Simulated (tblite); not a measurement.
# F2Ge2H6P2 ((GeH3)2PPF2): the cost of one run

Computed with tblite 0.8.0 and PySCF 2.14.0 and routines of our own; the level stands in each step. Atoms count from 0.

1 further run of the same task is left out (for a basis unfit for spin-orbit shieldings).

## 1. The starting structure

12 atoms, charge 0, multiplicity 1; geometry from: force field or distance geometry start.

## 2. Relaxing the molecule with GFN2-xTB

The job: settings as JSON, then the geometry in Å.

```
{"job": {"kind": "relax", "xc": "GFN2-xTB", "basis": "xTB"}, "charge": 0, "multiplicity": 1}
F      0.574200    -3.097200     1.056100
P      1.334900    -1.948900     0.057800
F      2.964200    -1.633500     0.513400
P      0.160100    -0.221900    -0.478100
Ge    -2.057300    -0.403900    -0.152100
Ge     1.059600     1.770300     0.043600
H     -2.772700     0.214600    -1.406700
H     -2.592800     0.365600     1.067800
H     -2.499100    -1.876700    -0.015600
H     -0.014400     2.773000     0.550900
H      1.638700     2.353300    -1.281500
H      2.205800     1.704600     1.077300
```

On the command line:

```
OMP_NUM_THREADS=1 python heavy_run.py task.json out
```

The driver reads the jobs from task.json and runs them one after another.

Q: Estimate the wall time and peak memory of this first job on 1 thread of Arm Neoverse N1, shared host.

About 3 s, with a peak of 0.18 GiB.
